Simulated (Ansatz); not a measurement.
# BiTe (Fm-3m) in Ansatz: notebook

Aim: see how the results for BiTe move with the level of theory and the settings. Levels: PBE, PBEsol. Tasks: band structure, density of states, phonons, elastic constants.

Everything below comes from runs of Ansatz 0.2.0. Logs are shortened: lines on timing, memory, paths and dates and some standing lists are left out, and cuts for length are marked.

## (1) The structure

The structure is cubic, space group Fm-3m (No. 225). Conventional cell: a = 6.470 Å, b = 6.470 Å, c = 6.470 Å, α = 90.00°, β = 90.00°, γ = 90.00°. Bi (site symmetry m-3m) has 6 Te at 3.23 Å as nearest neighbours. Te (site symmetry m-3m) is surrounded by 6 Bi at 3.23 Å.

## (2) Band structure, PBE

File input.yaml:

```yaml
crystal:
  lattice:
    - [0.0, 3.235, 3.235]
    - [3.235, 0.0, 3.235]
    - [3.235, 3.235, 0.0]
  atoms:
    - { symbol: Bi, position: [0.0, 0.0, 0.0] }
    - { symbol: Te, position: [0.5, 0.5, 0.5] }
kpoints:
  mp_grid: { grid: [7, 7, 7] }
  band_path:
    path:
      - [0.0, 0.0, 0.0]
      - [0.5, 0.0, 0.5]
      - [0.5, 0.25, 0.75]
      - [0.375, 0.375, 0.75]
      - [0.0, 0.0, 0.0]
      - [0.5, 0.5, 0.5]
      - [0.625, 0.25, 0.625]
      - [0.5, 0.25, 0.75]
    npoints: 6
scf:
  occupations: { method: fermi_dirac, width: 0.05 }
hamiltonian:
  xc: pbe
  pseudopotentials: { kind: all_electron, lapw: { basis_error: 0.001 } }
output:
  forces: true
  stress: true
  eigenvalues: true
```

Potentials or basis: all-electron LAPW, scalar-relativistic.

On the command line:

```console
ansatz run input.yaml --threads 1 --pin off --max-ram 3072MiB --backend cpu --events-out ev --progress --plain --runs-dir out
```

Output:

```text
Warning: RAYON_NUM_THREADS=1 ignored (pool sized by the plan → 1); use --threads N
LAPW: plane waves up to 6.811 Å⁻¹, error target 1.0e-3 eV per atom; small_component_spin mean_spin; Te in spheres of 1.584 Å, 24 of its electrons in bands, Dirac shells []; Bi in spheres of 1.651 Å, 37 of its electrons in bands, Dirac shells [] (how accurate: hamiltonian.pseudopotentials.lapw.basis_error, Limitations)
Engine: ansatz 0.2.0, aarch64-unknown-linux-gnu
Pseudopotentials: kind: all_electron
Pseudopotential: Bi, LAPW, valence charge 37, lapw/all_electron/scalar/gaussian/Bi, Koelling and Harmon's equation, gaussian nucleus
Pseudopotential: Te, LAPW, valence charge 24, lapw/all_electron/scalar/gaussian/Te, Koelling and Harmon's equation, gaussian nucleus
Functional definition: PBE
  parameter kappa = 0.804
  parameter beta = 0.06672455060314922
  exchange = pbe_x(kappa = kappa, mu = beta*pi^2/3)
  correlation = pbe_c(beta = beta)
Crystal: 2 atoms, lattice volume = 67.710 Å³
Basis set: ecut = 176.72438911129703 eV, 339 PW (Γ), exchange–correlation at level 2
Bands: 37, of which v1, the nominal top of the filled ones, is band 31 counted from 1 (30 counted from 0)
Symmetry: 48 space group operations
Space group: Fm-3m (ITA 225), of the structure as read, at distance tolerance 4.1e-5 Å
k-points: 20 of 343
Non-local potential: Bi, projectors of the file, none
Non-local potential: Te, projectors of the file, none
Initial density: superposition of atomic densities (chi_scale 0.1, normalization cell, long waves kept (reshape's long-wave potential 0.00 eV rms))
Initial wavefunctions: plane waves of lowest kinetic energy (no species holds an atomic orbital)
Functional: x = pbe(κ = 0.804, μ = 0.2195149727645171), c = pbe(β = 0.06672455060314922)
iter 1 solved again at ethr=2.20e-4 eV; its pass at ethr=1.00e-1 eV (dr2=1.34e-1 eV) is discarded
SCF iter   1: F=—  HF=-770590.495720 eV  |F-HF|=—  |Δ(HF+E_count)|=         —  Δρ=9.99e-3  dr2=1.34e-1  ethr=2.20e-4  ⟨swp⟩=2.9  Hψ=4652  notcnv=0
preconditioner: auto → LDOS  [metal: Δε(μ)=0.050 eV  Ē_g=10.945 eV  σ=0.050 eV  W_gap=0.24  n_scr=14 (ndim 8)  ℏωp=15.0 eV  f_vac=0.100  D(μ)=2.63/eV (n_scr^D=14)  β→1.0]
SCF iter   2: F=—  HF=-770590.473608 eV  |F-HF|=—  |Δ(HF+E_count)|=   2.21e-2  Δρ=3.47e-3  dr2=1.93e-2  ethr=2.20e-4  ⟨swp⟩=2.0  Hψ=2284  notcnv=0
iter 3 solved again at ethr=5.76e-7 eV; its pass at ethr=3.16e-5 eV (dr2=3.51e-4 eV) is discarded
SCF iter   3: F=—  HF=-770590.474896 eV  |F-HF|=—  |Δ(HF+E_count)|=   1.29e-3  Δρ=4.92e-4  dr2=3.50e-4  ethr=5.76e-7  ⟨swp⟩=2.0  Hψ=3703  notcnv=0
SCF iter   4: F=—  HF=-770590.470386 eV  |F-HF|=—  |Δ(HF+E_count)|=   4.51e-3  Δρ=2.89e-4  dr2=6.03e-5  ethr=5.74e-7  ⟨swp⟩=2.9  Hψ=2223  notcnv=0
SCF iter   5: F=—  HF=-770590.470362 eV  |F-HF|=—  |Δ(HF+E_count)|=   2.41e-5  Δρ=8.11e-5  dr2=6.44e-6  ethr=9.88e-8  ⟨swp⟩=2.9  Hψ=2220  notcnv=0
SCF iter   6: F=—  HF=-770590.470358 eV  |F-HF|=—  |Δ(HF+E_count)|=   3.57e-6  Δρ=3.69e-5  dr2=1.56e-6  ethr=1.06e-8  ⟨swp⟩=2.0  Hψ=2178  notcnv=0
SCF iter   7: F=—  HF=-770590.470359 eV  |F-HF|=—  |Δ(HF+E_count)|=   4.85e-7  Δρ=1.36e-5  dr2=2.32e-7  ethr=2.56e-9  ⟨swp⟩=2.0  Hψ=2179  notcnv=0
SCF iter   8: F=-770590.470359 eV  HF=-770590.470359 eV  |F-HF|=8.15e-9  |Δ(HF+E_count)|=   2.54e-8  Δρ=2.61e-6  dr2=6.79e-9  ethr=3.81e-10  ⟨swp⟩=2.9  Hψ=2235  notcnv=0
SCF 1 converged in 8 iterations: F = -770590.470359 eV  dr2 = 6.79e-9
NSCF: frozen V_eff on 43 k-points
SCF converged after 8 iterations
Free energy (F): -770590.470359 eV
Harris-Foulkes:  -770590.470359 eV  (|F-HF|=8.15e-9)
Internal energy: -770590.449201 eV  (E = F + TS)
E sigma→0 (E₀):  -770590.459780 eV
Entropy (-TS):   -0.021158 eV (-10.579 meV/atom)
Fermi energy:    12.762150 eV
--- Per-component energies (eV) ---
  E_band       = -3810.615085
  E_kinetic    = 873290.728552
  E_xc         = -15596.498209
  E_electrostatic = -1628284.679544  (all electrons and nuclei)
  E_smearing   = -0.021158  (= −TS)
  E_closure    = 0.000000  (closes the sum)
  E_atoms      = -770583.342690  (free atoms, spherical and without spin; not in F)
  Σ components = -770590.470359   (vs F -770590.470359, Δ=0.00e0)
  Basis errors (estimates in eV, not in F): energy 3.4e-4 per atom: plane waves 3.3e-4 (1.8e-4 summed), levels above the bands 5.4e-59, relativity 2.9e-8, radial functions 1.1e-5, core shells 3.0e-9; eigenvalues (radial functions only) 3.2e-6; not estimated: angular momenta, meshes, grids; target (lapw.basis_error) 1.0e-3; muffin-tin radii Te 1.584 Å, Bi 1.651 Å
--- Forces (eV/Å), atoms counted from 1 ---
  atom   1  Bi    -0.00000000    -0.00000000     0.00000000
  atom   2  Te     0.00000000    -0.00000000    -0.00000000
  max |Σ_I F_I| component: 1.64e-31 eV/Å
--- Stress (GPa, compression-positive) ---
        0.932548       0.000000       0.000000
        0.000000       0.932548       0.000000
        0.000000       0.000000       0.932548
  P = ⅓ Tr σ = 0.9325 GPa (9.325 kbar)
--- Band table (eV; the first three rows and the last of 20) ---
  k-point 0: bands = ["-147.1716", "-140.8110", "-135.9402", "-135.9388", "-135.9388", "-135.9388", "-135.9376", "-135.9376", "-135.9376", "-97.2096", "-97.2096", "-97.2096", "-79.0665", "-79.0665", "-79.0665", "-24.5361", "-24.5361", "-24.5351", "-24.5351", "-24.5351", "-10.4350", "-10.4350", "-10.4324", "-10.4324", "-10.4324", "-0.7929", "4.6085", "10.1808", "10.1808", "10.1808", "14.8798", "14.8798", "14.8798", "17.4137", "17.4137", "17.4137", "18.8502"]
  k-point 1: bands = ["-147.1716", "-140.8110", "-135.9402", "-135.9388", "-135.9388", "-135.9388", "-135.9376", "-135.9376", "-135.9376", "-97.2096", "-97.2096", "-97.2096", "-79.0665", "-79.0665", "-79.0665", "-24.5360", "-24.5360", "-24.5350", "-24.5350", "-24.5350", "-10.4359", "-10.4359", "-10.4321", "-10.4313", "-10.4313", "-0.6108", "4.1658", "10.2413", "10.2413", "10.3578", "14.1101", "14.2256", "14.2256", "17.2626", "17.7784", "17.7784", "19.9807"]
  k-point 2: bands = ["-147.1716", "-140.8110", "-135.9402", "-135.9388", "-135.9388", "-135.9388", "-135.9376", "-135.9376", "-135.9376", "-97.2096", "-97.2096", "-97.2096", "-79.0665", "-79.0665", "-79.0665", "-24.5360", "-24.5360", "-24.5349", "-24.5348", "-24.5348", "-10.4383", "-10.4383", "-10.4314", "-10.4284", "-10.4284", "-0.0754", "3.1228", "10.4392", "10.4392", "10.6996", "12.9275", "13.1024", "13.1024", "17.7988", "18.8098", "18.8098", "21.9488"]
  k-point 19: bands = ["-147.1716", "-140.8110", "-135.9402", "-135.9388", "-135.9388", "-135.9388", "-135.9376", "-135.9376", "-135.9376", "-97.2096", "-97.2096", "-97.2096", "-79.0665", "-79.0665", "-79.0665", "-24.5362", "-24.5357", "-24.5349", "-24.5346", "-24.5343", "-10.4449", "-10.4355", "-10.4303", "-10.4276", "-10.4228", "1.4598", "1.8547", "7.6467", "8.2310", "10.7595", "12.8386", "15.9634", "16.8120", "17.3894", "18.5194", "21.9945", "22.1986"]
```

Wall time 15 s (1 thread of Arm Neoverse V1, shared host); peak memory 0.29 GiB.

What came out:

```
Free energy             : -770590.4704 eV
Pressure                : 0.9 GPa
Band gap along the path : none (metal or under the smearing width)
```

Levels at the corners of the path, in eV from the Fermi level:
| point | band 26 | band 27 | band 28 | band 29 | band 30 | band 31 | band 32 | band 33 | band 34 | band 35 |
| --- | --- | --- | --- | --- | --- | --- | --- | --- | --- | --- |
| Γ | -13.56 | -8.15 | -2.58 | -2.58 | -2.58 | 2.12 | 2.12 | 2.12 | 4.65 | 4.65 |
| X | -11.80 | -9.98 | -5.69 | -4.05 | -4.05 | 2.21 | 3.55 | 3.55 | 4.92 | 8.77 |
| W | -11.25 | -10.90 | -5.01 | -5.01 | -1.61 | -0.29 | 3.91 | 3.91 | 5.12 | 5.12 |
| K | -11.46 | -10.72 | -5.33 | -3.55 | -3.48 | 1.95 | 1.96 | 3.80 | 4.32 | 7.35 |
| Γ | -13.56 | -8.15 | -2.58 | -2.58 | -2.58 | 2.12 | 2.12 | 2.12 | 4.65 | 4.65 |
| L | -11.61 | -11.27 | -1.95 | -1.95 | -1.63 | -0.85 | -0.66 | -0.66 | 7.28 | 7.78 |
| U | -11.46 | -10.72 | -5.33 | -3.55 | -3.48 | 1.95 | 1.96 | 3.80 | 4.32 | 7.35 |
| W | -11.25 | -10.90 | -5.01 | -5.01 | -1.61 | -0.29 | 3.91 | 3.91 | 5.12 | 5.12 |

Caveat: spin-orbit coupling is left out, which moves the levels of the heavy elements.

## (3) Density of states, PBEsol

File input.yaml:

```yaml
crystal:
  lattice:
    - [0.0, 3.235, 3.235]
    - [3.235, 0.0, 3.235]
    - [3.235, 3.235, 0.0]
  atoms:
    - { symbol: Bi, position: [0.0, 0.0, 0.0] }
    - { symbol: Te, position: [0.5, 0.5, 0.5] }
kpoints:
  mp_grid: { grid: [7, 7, 7] }
scf:
  occupations: { method: fermi_dirac, width: 0.05 }
hamiltonian:
  xc: pbesol
  pseudopotentials: { kind: all_electron, datasets: crystal }
output:
  forces: true
  stress: true
  eigenvalues: true
  dos: { projected: false, de: 0.1, e_range: [-14, 6] }
```

Potentials or basis: all-electron PAW datasets made for the crystal.

On the command line:

```console
ansatz run input.yaml --threads 1 --pin off --max-ram 3072MiB --backend cpu --events-out ev --progress --plain --runs-dir out
```

It took 5 s on 1 thread of Arm Neoverse V2, shared host; peak memory 0.47 GiB.

The run converged. Its results:

```yaml
Free_energy: -770357.5384 eV
Pressure: -1.5 GPa
Band_gap_on_the_k_mesh: none (metal or under the smearing width)
```

Levels at points of the mesh, in eV from the Fermi level:
```tsv
k point	band 6	band 7	band 8	band 9	band 10	band 11	band 12	band 13	band 14
(0.00, 0.00, 0.00)	-13.55	-8.16	-2.55	-2.55	-2.55	2.12	2.12	2.12	4.63
```

States per cell in windows of 1 eV (zero at the Fermi level; states under -8 eV left out):
```csv
from (eV),total
-8.0,0.00
-7.0,0.00
-6.0,0.25
-5.0,1.05
-4.0,1.94
-3.0,2.23
-2.0,0.53
-1.0,0.49
0.0,1.69
1.0,1.39
2.0,1.47
3.0,1.31
4.0,1.20
5.0,0.60
```

Caveat: the program warned that the printed levels may be off, so bands, gaps and densities of states are rough; spin-orbit coupling is left out, which moves the levels of the heavy elements.

## (4) Phonons, PBEsol

Edit input.yaml of step 3 so:

```diff
@@ -14,7 +14,6 @@
   xc: pbesol
-  pseudopotentials: { kind: all_electron, datasets: crystal }
-output:
-  forces: true
-  stress: true
-  eigenvalues: true
-  dos: { projected: false, de: 0.1, e_range: [-14, 6] }
+  pseudopotentials: { kind: all_electron, lapw: { basis_error: 0.001 } }
+output: {}
+phonons:
+  method: fd
+  supercell: [1, 1, 1]
```

Potentials or basis: all-electron LAPW, scalar-relativistic.

On the command line:

```console
ansatz run input.yaml --threads 1 --pin off --max-ram 3072MiB --backend cpu --events-out ev --progress --plain --runs-dir out
```

Output:

```text
Warning: RAYON_NUM_THREADS=1 ignored (pool sized by the plan → 1); use --threads N
LAPW: plane waves up to 7.101 Å⁻¹, error target 1.0e-3 eV per atom; small_component_spin mean_spin; Te in spheres of 1.539 Å, 24 of its electrons in bands, Dirac shells []; Bi in spheres of 1.599 Å, 37 of its electrons in bands, Dirac shells [] (how accurate: hamiltonian.pseudopotentials.lapw.basis_error, Limitations)
[... 4 set-up lines as earlier in the session ...]
Functional definition: PBEsol
  exchange = pbesol_x
[... 72 lines left out ...]
  k-point 19: bands = ["-147.0830", "-140.9384", "-136.0949", "-136.0935", "-136.0935", "-136.0935", "-136.0924", "-136.0924", "-136.0924", "-97.1854", "-97.1854", "-97.1854", "-79.1407", "-79.1407", "-79.1407", "-24.6216", "-24.6212", "-24.6195", "-24.6192", "-24.6189", "-10.5298", "-10.5202", "-10.5129", "-10.5101", "-10.5052", "1.2878", "1.6812", "7.4731", "8.0606", "10.6026", "12.6662", "15.7919", "16.6386", "17.1724", "18.3057", "21.7934", "22.0156"]
--- Phonons: 2 displaced members + reference (amplitude 0.01 Å, Σ member SCF iterations 12) ---
  symmetry images taken by strict's conditions (phonons.symmetry_images: auto; settled by no image being taken that strict refuses)
  ASR residual: 8.490e-5 → 0.000e0 eV/Å²; symmetrization residual: 4.896e-5 eV/Å²
  largest component of a force at the reference: 9.5e-31 eV/Å
  ASR residual per site (eV/Å²): 6.52e-5 8.49e-5
  Γ frequencies (cm⁻¹): 0.00 0.00 0.00 95.85 95.85 95.85
  density of states and harmonic sums: on the 17×17×17 q-mesh, interpolated from the force constants of a 1×1×1 supercell (no non-analytic term)
  largest difference from the sums on the solved wave vectors: F 7.29e-1 eV, S 9.88e-4 and C_V 2.58e-4 eV/K
  zero-point energy: 0.024399 eV/cell   skipped modes (ω ≤ 0): 3   left out of the sums: 1.02e-4 of the cell's modes: C_V's classical limit lies that fraction below 3 k_B per atom; for a crystal, a wire or a layer, F and S can be off by more, and a phonons.interpolated_qmesh denser along its periods is the remedy for the sampling
```

phdos.tsv:

```text
# omega_inv_cm	omega_thz	g_bin_mean(omega)[modes/inv_cm]
# format = ansatz-phdos/2
# interpolated_qmesh = 17 17 17
# force_constants_supercell = 1 1 1
# lo_to_splitting: not included (the non-analytic LO-TO correction is not applied to the interpolated dynamical matrix; polar crystals: no LO-TO splitting at GAMMA, and LO and other optical branches, acoustic branches and sound speeds, and with them the density of states and the thermodynamics, can be off between the wave vectors that the force constants were sampled on, most near GAMMA; a larger extent of the force constants narrows that region and is not shown to mend the acoustic slopes)
# g_bin_mean(omega): the modes in a bin one row spacing wide, centred on omega, divided by that spacing. A flat band (one whose frequency is the same at every q-point) is counted whole in the row whose bin holds it (on the edge of two bins, in the lower row). The modes of the run's own cell are the sum of g_bin_mean times the row spacing in inv_cm (a plain sum, not the trapezoid rule); for a one-atom cell on a GAMMA-only q-mesh every row is zero, so that sum is 0, not 3
0.000000	0.000000	1.545468e-8
0.191695	0.005747	4.018218e-7
0.383390	0.011494	1.514559e-6
0.575085	0.017241	3.369121e-6
0.766780	0.022987	5.965508e-6
0.958476	0.028734	9.303720e-6
[... 493 lines left out ...]
95.655857	2.867690	3.873119e-3
95.847552	2.873437	1.489661e-4
```

phthermo.tsv:

```text
# format = ansatz-phthermo/1
# interpolated_qmesh = 17 17 17
# force_constants_supercell = 1 1 1
# non_analytic_term = not included (the non-analytic LO-TO correction is not applied to the interpolated dynamical matrix; polar crystals: no LO-TO splitting at GAMMA, and LO and other optical branches, acoustic branches and sound speeds, and with them the density of states and the thermodynamics, can be off between the wave vectors that the force constants were sampled on, most near GAMMA; a larger extent of the force constants narrows that region and is not shown to mend the acoustic slopes)
# zero_point_energy_ev = 2.4398878914e-2
# n_skipped_modes = 3
# share_of_modes_left_out = 1.0177081213e-4
# rigid_motions_known_by = geometry
# t_k	f_vib_ev	s_ev_per_k	c_v_ev_per_k
0.0000	2.4398878914e-2	0.0000000000e0	0.0000000000e0
10.0000	2.4388066105e-2	4.8477613574e-6	1.6994810902e-5
20.0000	2.4175513251e-2	4.5482738095e-5	1.2504971247e-4
30.0000	2.3363497293e-2	1.2013621485e-4	2.4635744090e-4
40.0000	2.1745867219e-2	2.0344864598e-4	3.3073036560e-4
50.0000	1.9306364202e-2	2.8347545715e-4	3.8449757358e-4
[... 93 lines left out ...]
990.0000	-1.2238782111e0	1.7536459259e-3	5.1656960786e-4
1000.0000	-1.2414406724e0	1.7588376658e-3	5.1657791665e-4
```

Run time: 54 s. Hardware: 1 thread of Arm Neoverse V2, shared host; peak memory 0.35 GiB.

Results:

- Free energy: -770357.5378 eV
- Band gap on the k mesh: none (metal or under the smearing width)
- Highest phonon frequency at Γ: 96 cm⁻¹

Phonon frequencies in cm⁻¹ (negative: imaginary):
```csv
q point,frequencies
"(0.000, 0.000, 0.000)",0 0 0 96 96 96
```

Caveat: a metal's response needs a denser mesh; spin-orbit coupling is left out, which moves the levels of the heavy elements.

## (5) Elastic constants, PBEsol

Edit input.yaml of step 4 so:

```diff
@@ -9,3 +9,3 @@
 kpoints:
-  mp_grid: { grid: [7, 7, 7] }
+  mp_grid: { grid: [5, 5, 5] }
 scf:
@@ -15,5 +15,7 @@
   pseudopotentials: { kind: all_electron, lapw: { basis_error: 0.001 } }
-output: {}
-phonons:
-  method: fd
-  supercell: [1, 1, 1]
+output:
+  forces: true
+  stress: true
+elastic:
+  mode: relaxed_ion
+  stencil: two_point
```

On the command line:

```console
ansatz run input.yaml --threads 1 --pin off --max-ram 3072MiB --backend cpu --events-out ev --progress --plain --runs-dir out
```

Run time: 42 s. Hardware: 1 thread of Arm Neoverse V2, shared host; peak memory 0.33 GiB.

The run converged. Its results:

- Free energy: -770357.5617 eV
- Pressure: -1.8 GPa
- Band gap on the k mesh: none (metal or under the smearing width)
- Elastic constants C11, C12, C44: 80, 30, 3 GPa
- Voigt bulk modulus: 47 GPa

Levels at points of the mesh, in eV from the Fermi level:
| k point | band 28 | band 29 | band 30 | band 31 | band 32 | band 33 |
| --- | --- | --- | --- | --- | --- | --- |
| (0.00, 0.00, 0.00) | -2.62 | -2.62 | -2.62 | 2.07 | 2.07 | 2.07 |

Elastic tensor in Voigt notation (GPa, in the Cartesian axes of the cell as first typed):
```
80 30 30  0  0  0
30 80 30  0  0  0
30 30 80  0  0  0
 0  0  0  3  0  0
 0  0  0  0  3  0
 0  0  0  0  0  3
```

Caveat: the k mesh is thin for a metal, which can move the energy by tens of meV per atom; a metal's response needs a denser mesh; elastic constants of metals need much finer meshes, so these are rough; spin-orbit coupling is left out, which moves the levels of the heavy elements.

## (6) Summary

| task | level | potentials or basis | k mesh | cutoff (eV) | basis error allowed | gap on the mesh (eV) | pressure (GPa) |
| --- | --- | --- | --- | --- | --- | --- | --- |
| band structure | PBE | all-electron LAPW, scalar-relativistic | 7 × 7 × 7 | 177 | 0.001 eV/atom | - | 0.9 |
| density of states | PBEsol | all-electron PAW datasets made for the crystal | 7 × 7 × 7 | 240 | - | none | -1.5 |
| phonons | PBEsol | all-electron LAPW, scalar-relativistic | 7 × 7 × 7 | 192 | 0.001 eV/atom | none | - |
| elastic constants | PBEsol | all-electron LAPW, scalar-relativistic | 5 × 5 × 5 | 192 | 0.001 eV/atom | none | -1.8 |

Alike in all rows: no spin polarisation; cell as given; smearing fermi-dirac 0.05 eV.

Caveats: spin-orbit coupling is left out, which moves the levels of the heavy elements; a metal's response needs a denser mesh (some runs); the program warned that the printed levels may be off, so bands, gaps and densities of states are rough (some runs); the k mesh is thin for a metal, which can move the energy by tens of meV per atom (some runs); elastic constants of metals need much finer meshes, so these are rough (some runs).

Compare energies only between runs with the same functional and basis.
